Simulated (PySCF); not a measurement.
# C6H8F2O: the cost of one run

Computed with PySCF 2.14.0 and routines of our own; the level stands in each step. Atoms count from 0.

## 1. The starting structure

17 atoms, charge 0, multiplicity 1; geometry from: GFN2-xTB.

## 2. Magnetic properties: GIAO PBE/pcSseg-1

What the job is given:

```
{"job": {"kind": "mag", "xc": "PBE", "basis": "pcSseg-1", "isotopologues": 0}, "charge": 0, "multiplicity": 1}
C     -2.650323    -0.124499    -0.848893
C     -1.735021     0.232231     0.312360
C     -0.283157    -0.015764    -0.009747
O      0.114491    -0.447942    -1.069161
C      0.645783     0.314004     1.087494
F      0.075876     0.789829     2.220810
C      1.979495     0.172677     1.025592
C      2.755076    -0.330966    -0.132389
F      2.719777     0.507429     2.093798
H     -3.686955     0.066053    -0.584259
H     -2.538839    -1.174585    -1.107059
H     -2.394714     0.466728    -1.724610
H     -1.845840     1.285181     0.585822
H     -1.989094    -0.351048     1.201762
H      2.433789    -1.337113    -0.396760
H      2.579530     0.292474    -1.007550
H      3.813129    -0.332659     0.115996
```

Level: GIAO PBE/pcSseg-1 magnetisability, rotational g tensor and spin-rotation constants, non-relativistic, gas phase.

Command:

```sh
$ OMP_NUM_THREADS=1 python excited_run.py task.json out
```

One launch serves the whole session: the jobs run in the order shown.

Q: Estimate the wall time and peak memory of this first job on 1 thread of Arm Neoverse V1, shared host.

About 61 s, with a peak of 0.74 GiB.
